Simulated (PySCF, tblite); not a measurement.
**C5H12S2Si: geometry, infrared bands and NMR shifts**

Wanted: the infrared bands and NMR shifts of C5H12S2Si (`CCS[C@@H]1C[Si@@H]1SC`), by calculation.

Programs: tblite 0.8.0 and PySCF 2.14.0, with density-fitted response routines of our own. Each step states its level of theory. These are calculated values for one molecule in the gas phase, unless marked as measured. Atoms are numbered from 0 throughout.

### Step 1. Starting geometry

20 atoms, charge 0, multiplicity 1; geometry from: force field or distance geometry start.

Bonds of the start (Å): C0–C1 1.50, C1–S2 1.81, S2–C3 1.83, C3–C4 1.51, C4–Si5 1.87, Si5–S6 2.14, S6–C7 1.83, Si5–C3 1.85, C0–H8 1.12, C0–H9 1.10, C0–H10 1.13, C1–H11 1.13, C1–H12 1.13, C3–H13 1.11, C4–H14 1.09, C4–H15 1.10, Si5–H16 1.46, C7–H17 1.12, C7–H18 1.10, C7–H19 1.11.

### Step 2. Geometry optimisation with GFN2-xTB

What the job is given:

```
{"job": {"kind": "relax", "xc": "GFN2-xTB", "basis": "xTB"}, "charge": 0, "multiplicity": 1}
C     -3.574600    -0.311100     0.348600
C     -2.447000    -1.008800     1.060000
S     -1.106200    -1.425500    -0.078900
C     -0.404700     0.128000    -0.741900
C      0.754100    -0.073200    -1.694200
Si     1.203600     0.735900    -0.072000
S      2.417500    -0.522000     1.166100
C      4.122100    -0.382100     0.526000
H     -3.760100     0.688800     0.816200
H     -3.370400    -0.162000    -0.725900
H     -4.544100    -0.878800     0.438200
H     -2.826300    -1.909300     1.620200
H     -2.067800    -0.317700     1.871900
H     -1.113800     0.925400    -1.044100
H      1.064400    -1.116000    -1.813600
H      0.826300     0.595000    -2.562500
H      1.590200     2.142600    -0.193600
H      4.078000    -0.824200    -0.500300
H      4.852900    -0.866900     1.184000
H      4.300800     0.708500     0.393000
```

On the command line:

```bash
$ OMP_NUM_THREADS=1 python probes_run.py task.json out
```

The driver reads the jobs from task.json and runs them one after another.

Output:

```text
step      E/eV     max force
  0    -679.50749    1.873
  1    -679.74214    0.909
  2    -679.82818    0.646
  3    -679.91226    0.661
  4    -679.96351    0.600
  5    -679.99509    0.399
  6    -680.01446    0.260
  7    -680.02934    0.268
  8    -680.04291    0.263
  9    -680.05493    0.249
 10    -680.06447    0.233
 11    -680.07113    0.176
 12    -680.07610    0.175
 13    -680.08059    0.154
 14    -680.08493    0.177
 15    -680.08898    0.184
 16    -680.09207    0.124
 17    -680.09406    0.083
 18    -680.09556    0.089
 19    -680.09707    0.109
 20    -680.09857    0.108
 21    -680.09991    0.077
 22    -680.10115    0.088
 23    -680.10256    0.090
 24    -680.10426    0.115
 25    -680.10606    0.110
 26    -680.10773    0.101
 27    -680.10923    0.100
 28    -680.11052    0.095
 29    -680.11166    0.085
 30    -680.11272    0.074
 31    -680.11380    0.103
 32    -680.11501    0.107
 33    -680.11623    0.086
 34    -680.11728    0.075
 35    -680.11816    0.065
 36    -680.11897    0.078
 37    -680.11986    0.079
 38    -680.12080    0.065
 39    -680.12174    0.067
 40    -680.12278    0.076
 41    -680.12415    0.103
 42    -680.12597    0.103
 43    -680.12816    0.117
 44    -680.13039    0.113
 45    -680.13236    0.138
 46    -680.13417    0.130
 47    -680.13622    0.127
 48    -680.13868    0.159
 49    -680.14156    0.137
 50    -680.14449    0.153
 51    -680.14717    0.123
 52    -680.14852    0.190
 53    -680.15194    0.201
 54    -680.15468    0.140
 55    -680.15917    0.166
 56    -680.16234    0.159
 57    -680.16593    0.131
 58    -680.16958    0.125
 59    -680.17258    0.179
 60    -680.17741    0.197
 61    -680.18066    0.166
 62    -680.18464    0.165
 63    -680.18800    0.139
 64    -680.19335    0.132
 65    -680.19595    0.148
 66    -680.20133    0.124
 67    -680.20352    0.116
 68    -680.20539    0.120
 69    -680.20738    0.118
 70    -680.21079    0.133
 71    -680.21275    0.103
 72    -680.21502    0.074
 73    -680.21656    0.064
 74    -680.21804    0.073
 75    -680.21933    0.071
 76    -680.22051    0.075
 77    -680.22155    0.065
 78    -680.22228    0.085
 79    -680.22304    0.073
 80    -680.22358    0.052
 81    -680.22446    0.054
 82    -680.22511    0.049
 83    -680.22597    0.056
 84    -680.22648    0.050
 85    -680.22693    0.052
 86    -680.22757    0.057
 87    -680.22863    0.062
 88    -680.22991    0.067
 89    -680.23093    0.061
 90    -680.23148    0.047
 91    -680.23185    0.044
 92    -680.23223    0.036
 93    -680.23256    0.036
 94    -680.23281    0.031
 95    -680.23304    0.041
 96    -680.23335    0.047
 97    -680.23379    0.047
 98    -680.23431    0.061
 99    -680.23480    0.047
100    -680.23524    0.046
101    -680.23568    0.043
102    -680.23614    0.038
103    -680.23652    0.039
104    -680.23683    0.040
105    -680.23717    0.052
106    -680.23766    0.062
107    -680.23842    0.064
108    -680.23940    0.067
109    -680.24044    0.069
110    -680.24153    0.066
111    -680.24284    0.076
112    -680.24420    0.093
113    -680.24580    0.090
114    -680.24723    0.078
115    -680.24906    0.079
116    -680.25017    0.087
117    -680.25204    0.077
118    -680.25335    0.075
119    -680.25449    0.073
120    -680.25547    0.081
121    -680.25672    0.066
122    -680.25788    0.085
123    -680.25899    0.082
124    -680.26025    0.079
125    -680.26163    0.101
126    -680.26272    0.078
127    -680.26360    0.055
128    -680.26417    0.057
129    -680.26498    0.073
130    -680.26576    0.065
131    -680.26641    0.048
132    -680.26687    0.048
133    -680.26739    0.056
134    -680.26808    0.081
135    -680.26898    0.076
136    -680.26996    0.073
137    -680.27100    0.072
138    -680.27223    0.071
139    -680.27366    0.088
140    -680.27521    0.077
141    -680.27655    0.065
142    -680.27768    0.057
143    -680.27871    0.070
144    -680.28003    0.098
145    -680.28103    0.065
146    -680.28160    0.047
147    -680.28187    0.043
148    -680.28207    0.035
149    -680.28225    0.026
150    -680.28236    0.027
151    -680.28242    0.016
152    -680.28247    0.014
153    -680.28250    0.013
154    -680.28254    0.014
155    -680.28258    0.012
156    -680.28261    0.010
157    -680.28264    0.011
158    -680.28266    0.013
159    -680.28270    0.014
160    -680.28275    0.019
161    -680.28280    0.020
162    -680.28283    0.013
163    -680.28286    0.013
164    -680.28290    0.015
165    -680.28297    0.026
166    -680.28309    0.038
167    -680.28329    0.047
168    -680.28359    0.045
169    -680.28402    0.048
170    -680.28462    0.062
171    -680.28535    0.089
172    -680.28576    0.089
173    -680.28649    0.083
174    -680.28697    0.045
175    -680.28735    0.038
176    -680.28763    0.041
177    -680.28782    0.029
178    -680.28797    0.026
179    -680.28809    0.024
180    -680.28820    0.025
181    -680.28829    0.026
182    -680.28837    0.028
183    -680.28847    0.020
184    -680.28856    0.026
185    -680.28866    0.023
186    -680.28873    0.020
187    -680.28881    0.021
188    -680.28888    0.020
189    -680.28895    0.017
190    -680.28900    0.016
191    -680.28903    0.018
192    -680.28906    0.016
193    -680.28909    0.011
194    -680.28911    0.013
195    -680.28913    0.012
196    -680.28916    0.013
197    -680.28920    0.016
198    -680.28925    0.024
199    -680.28933    0.028
200    -680.28946    0.034
201    -680.28962    0.031
202    -680.28979    0.023
203    -680.28995    0.028
204    -680.29013    0.040
205    -680.29037    0.053
206    -680.29062    0.049
207    -680.29078    0.031
208    -680.29086    0.034
209    -680.29097    0.024
210    -680.29111    0.020
211    -680.29127    0.019
212    -680.29143    0.021
213    -680.29155    0.020
214    -680.29161    0.015
215    -680.29167    0.013
216    -680.29170    0.012
217    -680.29174    0.014
218    -680.29176    0.012
219    -680.29178    0.006
```

It took 3.9 s on 1 thread of Arm Neoverse N1, shared host; peak memory 0.18 GiB.

Relaxation path: (not every step is listed)

| step | energy from step 0 (eV) | largest force (eV/Å) |
| --- | --- | --- |
| 0 | 0.0000 | 1.8725 |
| 1 | -0.2346 | 0.9087 |
| 2 | -0.3207 | 0.6462 |
| 3 | -0.4048 | 0.6613 |
| 4 | -0.4560 | 0.6004 |
| 5 | -0.4876 | 0.3991 |
| 6 | -0.5070 | 0.2597 |
| 7 | -0.5219 | 0.2681 |
| 8 | -0.5354 | 0.2626 |
| 28 | -0.6030 | 0.0947 |
| 48 | -0.6312 | 0.1590 |
| 68 | -0.6979 | 0.1201 |
| 88 | -0.7224 | 0.0673 |
| 108 | -0.7319 | 0.0672 |
| 128 | -0.7567 | 0.0567 |
| 148 | -0.7746 | 0.0350 |
| 168 | -0.7761 | 0.0454 |
| 188 | -0.7814 | 0.0203 |
| 208 | -0.7834 | 0.0337 |
| 214 | -0.7841 | 0.0153 |
| 215 | -0.7842 | 0.0128 |
| 216 | -0.7842 | 0.0119 |
| 217 | -0.7843 | 0.0140 |
| 218 | -0.7843 | 0.0120 |
| 219 | -0.7843 | 0.0063 |

Close pairs (by a distance rule), those that changed most:

| bond | before (Å) | after (Å) | change (Å) |
| --- | --- | --- | --- |
| C3–Si5 | 1.845 | 1.890 | +0.045 |
| C1–H12 | 1.132 | 1.092 | -0.040 |
| C0–H10 | 1.127 | 1.088 | -0.039 |
| C1–H11 | 1.126 | 1.089 | -0.037 |
| C7–H17 | 1.118 | 1.085 | -0.034 |
| S2–C3 | 1.829 | 1.796 | -0.032 |
| C0–H8 | 1.119 | 1.088 | -0.031 |
| C7–H19 | 1.113 | 1.085 | -0.028 |

The end geometry stands in the next job.

### Step 3. Infrared spectrum with GFN2-xTB

What the job is given:

```
{"job": {"kind": "ir", "xc": "GFN2-xTB", "basis": "xTB"}, "charge": 0, "multiplicity": 1}
C     -2.887228     0.034839     0.922159
C     -1.941928    -1.146148     0.828774
S     -1.504627    -1.562455    -0.893105
C     -0.609283    -0.085271    -1.386624
C      0.726879    -0.301905    -2.111718
Si     0.896586     0.594117    -0.468020
S      1.646646    -0.430261     1.243035
C      3.432504    -0.155234     1.010971
H     -3.155086     0.212538     1.961786
H     -2.415503     0.933231     0.528475
H     -3.795127    -0.159619     0.355124
H     -2.404566    -2.052082     1.218666
H     -1.010587    -0.957200     1.365690
H     -1.270170     0.630064    -1.860431
H      1.034324    -1.337602    -2.176667
H      0.839360     0.209443    -3.057398
H      1.086731     2.030889    -0.425899
H      3.758084    -0.619162     0.086094
H      3.928363    -0.621557     1.855745
H      3.639480     0.910031     1.000308
```

Output:

```text
mode    cm-1     km/mol
  1      26.1      2.39
  2      46.7      2.06
  3      74.5      0.45
  4      76.6      4.09
  5     117.4      1.99
  6     136.6      1.02
  7     165.9      5.55
  8     181.7      2.54
  9     228.3      0.90
 10     274.9      3.77
 11     298.4      7.23
 12     363.1      1.38
 13     448.7     46.30
 14     489.5     45.58
 15     586.6     55.34
 16     627.3     72.53
 17     678.9      1.53
 18     715.4     70.08
 19     719.4     23.49
 20     753.9     47.92
 21     774.4     13.02
 22     795.4     16.99
 23     930.0     46.40
 24     943.8      0.20
 25     958.4      1.09
 26    1014.9      6.61
 27    1030.8     13.53
 28    1036.9     21.98
 29    1063.6      9.69
 30    1079.9      2.53
 31    1095.4     17.00
 32    1207.4      6.91
 33    1227.7      2.06
 34    1259.0     16.05
 35    1321.5      2.82
 36    1402.9      5.65
 37    1417.6      5.31
 38    1440.9      2.24
 39    1451.6      5.16
 40    1458.3      7.77
 41    1489.1      4.35
 42    1497.6      0.88
 43    2360.6    259.49
 44    2963.3     31.65
 45    3003.0      4.44
 46    3007.5     24.02
 47    3024.5     34.55
 48    3030.7     26.77
 49    3036.2      7.03
 50    3037.5     17.54
 51    3044.8      7.32
 52    3052.5      4.14
 53    3061.2      1.60
 54    3066.9     29.04
```

It took 1.9 s on 1 thread of Arm Neoverse N1, shared host; peak memory 0.18 GiB.

Which atoms move in the most intense modes:

| cm⁻¹ | km/mol | atoms |
| --- | --- | --- |
| 449 | 46.3 | H16 83 % |
| 490 | 45.6 | S6 43 %, Si5 32 % |
| 587 | 55.3 | H16 61 %, C3 15 % |
| 627 | 72.5 | H16 29 %, C3 23 %, H15 11 %, C4 11 % |
| 715 | 70.1 | H15 22 %, H14 18 %, C7 18 %, C4 11 % |
| 754 | 47.9 | Si5 41 %, C4 25 %, C3 20 % |
| 930 | 46.4 | H13 41 %, H15 21 %, C3 17 %, H14 12 % |
| 2361 | 259.5 | H16 97 % |

### Step 4. Nuclear shieldings: PBE0/pcSseg-1

The job, as its differences from that of step 3:

```diff
@@ -1,2 +1,2 @@
-{"job": {"kind": "ir", "xc": "GFN2-xTB", "basis": "xTB"}, "charge": 0, "multiplicity": 1}
+{"job": {"kind": "nmr", "xc": "PBE0", "basis": "pcSseg-1"}, "charge": 0, "multiplicity": 1}
 C     -2.887228     0.034839     0.922159
```

Level: GIAO PBE0/pcSseg-1 NMR shielding, non-relativistic, gas phase.

Output:

```text
coarse grid: 17744 points
cycle   1  E = -1282.7954867360  dE =  7.564e-01  |g| = 4.298e-01  |ddm| = 4.096e+00
cycle   2  E = -1282.7721055709  dE =  2.338e-02  |g| = 5.243e-01  |ddm| = 1.106e+00
cycle   3  E = -1282.8479382219  dE = -7.583e-02  |g| = 8.101e-02  |ddm| = 6.641e-01
cycle   4  E = -1282.8494676551  dE = -1.529e-03  |g| = 3.791e-02  |ddm| = 1.346e-01
cycle   5  E = -1282.8498387016  dE = -3.710e-04  |g| = 7.414e-03  |ddm| = 4.647e-02
cycle   6  E = -1282.8498531294  dE = -1.443e-05  |g| = 2.525e-03  |ddm| = 1.170e-02
cycle   7  E = -1282.8498546146  dE = -1.485e-06  |g| = 4.703e-04  |ddm| = 2.870e-03
final grid: 155928 points
cycle   8  E = -1282.9024902680  dE = -3.514e-05  |g| = 1.078e-02  |ddm| = 3.224e-02
cycle   9  E = -1282.9024656817  dE =  2.459e-05  |g| = 1.444e-02  |ddm| = 2.244e-02
cycle  10  E = -1282.9025188646  dE = -5.318e-05  |g| = 1.172e-03  |ddm| = 1.423e-02
cycle  11  E = -1282.9025192223  dE = -3.577e-07  |g| = 3.524e-04  |ddm| = 1.692e-03
cycle  12  E = -1282.9025192549  dE = -3.262e-08  |g| = 6.932e-05  |ddm| = 4.091e-04
cycle  13  E = -1282.9025192561  dE = -1.160e-09  |g| = 2.395e-05  |ddm| = 1.023e-04
cycle  14  E = -1282.9025192562  dE = -1.314e-10  |g| = 4.251e-06  |ddm| = 2.302e-05
converged SCF energy = -1282.9025192562

GIAO shielding tensors (ppm)
atom      isotropic    diamagn.    paramagn.     s11        s22        s33       span
  0 C      168.421     248.397     -79.976    148.733    169.379    187.151     38.418
  1 C      145.782     251.638    -105.855    128.630    140.917    167.799     39.168
  2 S      462.927    1057.474    -594.548    306.270    414.045    668.465    362.195
  3 C      163.385     257.393     -94.007    128.888    163.583    197.685     68.798
  4 C      170.080     257.102     -87.022    147.396    171.693    191.151     43.755
  5 Si     439.597     882.457    -442.859    314.273    331.736    672.784    358.512
  6 S      697.044    1060.725    -363.681    602.295    684.733    804.106    201.811
  7 C      170.652     249.665     -79.013    156.596    163.905    191.454     34.858
  8 H       30.398      28.945       1.452     25.502     27.108     38.582     13.080
  9 H       30.162      31.933      -1.772     25.277     31.974     33.235      7.957
 10 H       30.613      29.339       1.274     26.266     28.258     37.315     11.050
 11 H       29.416      31.009      -1.594     24.061     27.020     37.165     13.104
 12 H       29.399      33.638      -4.239     22.889     29.349     35.959     13.070
 13 H       29.040      33.069      -4.029     21.480     28.172     37.469     15.988
 14 H       30.531      32.155      -1.623     26.110     28.259     37.225     11.115
 15 H       30.388      31.048      -0.660     24.617     26.242     40.306     15.690
 16 H       27.715      30.574      -2.860     21.796     25.037     36.311     14.515
 17 H       29.526      28.771       0.755     23.372     28.352     36.854     13.481
 18 H       29.453      27.997       1.456     23.357     26.224     38.778     15.421
 19 H       29.581      28.501       1.080     23.696     27.495     37.552     13.856
```

Wall time 1.8 min (1 thread of Arm Neoverse N1, shared host); peak memory 1.1 GiB.

The references, computed at this level on geometries of the same kind, shield at (ppm): ¹H TMS 31.72, ¹³C TMS 186.9, ²⁹Si TMS 349.2, ³³S CS2 504. Their shielding less the atom's gives the shift. The references are single molecules in the gas phase. Atoms listed in one row are averaged.

| atoms | environment | σ (ppm) | δ (ppm) | δ scaled to CDCl3 |
| --- | --- | --- | --- | --- |
| C1 | sp3 CH2 bonded to S | 145.8 | 41.1 | 33.8 |
| C3 | three-membered-ring carbon | 163.4 | 23.5 | 16.7 |
| C0 | methyl carbon | 168.4 | 18.5 | 16.1 |
| C4 | three-membered-ring carbon | 170.1 | 16.8 | 14.5 |
| C7 | methyl carbon bonded to S | 170.7 | 16.3 | 9.6 |
| H16 | hydrogen on a silicon bonded to 2 C, S, in a 3-membered ring | 27.71 | 4.00 | – |
| H13 | hydrogen on a three-membered-ring carbon | 29.04 | 2.68 | 2.63 |
| H12 | hydrogen on an sp3 CH2 bonded to S | 29.40 | 2.32 | 2.29 |
| H11 | hydrogen on an sp3 CH2 bonded to S | 29.42 | 2.30 | 2.28 |
| H17, H18, H19 | hydrogen on a methyl carbon bonded to S | 29.52 | 2.20 | 2.18 |
| H15 | hydrogen on a three-membered-ring carbon | 30.39 | 1.33 | 1.36 |
| H8, H9, H10 | hydrogen on a methyl carbon | 30.39 | 1.33 | 1.36 |
| H14 | hydrogen on a three-membered-ring carbon | 30.53 | 1.19 | 1.22 |
| S2 | sulfide sulfur | 463 | 41 | – |
| S6 | sulfur bonded to C, Si | 697 | -193 | – |
| Si5 | silicon bonded to 2 C, S, H, in a 3-membered ring | 439.6 | -90.4 | – |

The scaled column applies a straight-line fit of computed shieldings to shifts measured in CDCl3, with any fitted terms for Cl, Br or S neighbours (root-mean-square error 0.16 ppm for H, 1.9 ppm for C).

Charges from the same density, by scheme (e):

| atoms | Mulliken | IAO | Hirshfeld | ESP fit |
| --- | --- | --- | --- | --- |
| C0 | -0.26 | -0.42 | -0.13 | -0.25 |
| C1 | -0.38 | -0.32 | -0.07 | 0.10 |
| S2 | 0.04 | 0.09 | -0.01 | -0.33 |
| C3 | -0.56 | -0.46 | -0.12 | 0.13 |
| C4 | -0.38 | -0.52 | -0.17 | -0.38 |
| Si5 | 0.58 | 0.68 | 0.29 | 0.10 |
| S6 | -0.28 | -0.14 | -0.07 | -0.12 |
| C7 | -0.39 | -0.50 | -0.11 | -0.49 |

Mayer bond orders: C0–C1 1.03, C1–S2 1.01, S2–C3 1.00, C3–C4 0.87, C4–Si5 0.94, Si5–S6 1.06, S6–C7 1.00, Si5–C3 0.88.

Ring of atoms C3, C4, Si5: NICS(0) -25.6, NICS(1) -7.3, NICS(1)zz -13.7 ppm (means of both faces; NICS(1) differs between them: -8.7 and -6.0).

The two faces differ (NICS(1)zz -17.9 and -9.5 ppm).

In rings of three or four atoms NICS is ruled by the nearby σ bonds, so it says little on aromaticity.

Orbitals, density, ELF and potential are computed afterwards from the orbital file.

Frontier orbitals at PBE0/pcSseg-1, with the share of their density that lies nearest to each atom:

| orbital | energy (eV) | lies on |
| --- | --- | --- |
| HOMO | -6.01 | S2 60 %; Si5 7 % |
| LUMO | -0.27 | Si5 22 %; S6 13 %; H16 11 % |

ELF in a plane through or near 6 of the atoms.

Ten even steps from ' ' (0.00) to '@' (1.00):
```
                                                        
                                                        
                                                        
                                                        
        ..==::      ----::                              
      --@@@@@@::  --##%%##--                            
      ==@@@@@@**::**%%@@%%==  **@@++    ::::            
      ..++%%====%%--**::##==  @@@@%%====----            
        ::**..--%%++--::**::  ##@@####@@++====--        
      ..**@@@@##::==%%%%**::    ::==####**%%@@@@==      
        ++@@##..  ::++::..==++==::::..  ..##@@@@--      
          ..    ..++####==++++**##====..    ::..        
                --**%%%%++%%::..**------..              
                ..--**::--####**++::  ..                
                  ..%%@@@@**::::::                      
                  ::@@@@@@%%                            
                    %%@@@@++                            
                      ..                                
                                                        
                                                        
```
The map spans 12.8 Å across and 11.3 Å up, centred on the molecule. Atoms in the plane (x, y in Å): C3 (0.5, -1.4), C4 (-0.8, -2.0), S6 (-1.6, 1.3), C7 (-3.4, 1.2), H15 (-1.0, -3.0), H18 (-3.8, 2.1).

On the surface of density 0.002 e/bohr³ the electrostatic potential runs, from the 1st to the 99th percentile, from -1.19 V near S2 to 1.04 V near H19.

### Step 5. What came out

```
                                                              quantity                                               value
                             strongest single infrared mode (GFN2-xTB)                               2361 cm⁻¹, 259 km/mol
                                          zero-point energy (GFN2-xTB)                                       98.1 kcal/mol
                                ¹³C shifts against TMS (PBE0/pcSseg-1)                    41.1, 23.5, 18.5, 16.8, 16.3 ppm
¹H shifts against TMS (PBE0/pcSseg-1, means over atoms taken as alike)  4.00, 2.68, 2.32, 2.30, 2.20, 1.33, 1.33, 1.19 ppm
                                ³³S shifts against CS2 (PBE0/pcSseg-1)                                        41, -193 ppm
                               ²⁹Si shifts against TMS (PBE0/pcSseg-1)                                           -90.4 ppm
                                 surface potential, 1st and 99th percentile                                  -1.19 V and 1.04 V
```

Over 219 steps the energy fell by 0.784 eV; of the close pairs, C3–Si5 changed most, 1.845 to 1.890 Å. All 54 modes are real, so the xTB geometry is a minimum. The strongest single mode, at 2361 cm⁻¹, moves mainly H16. GFN2-xTB is a fitted tight-binding method: band positions and strengths are rough. Its intensities can rank the bands wrongly.
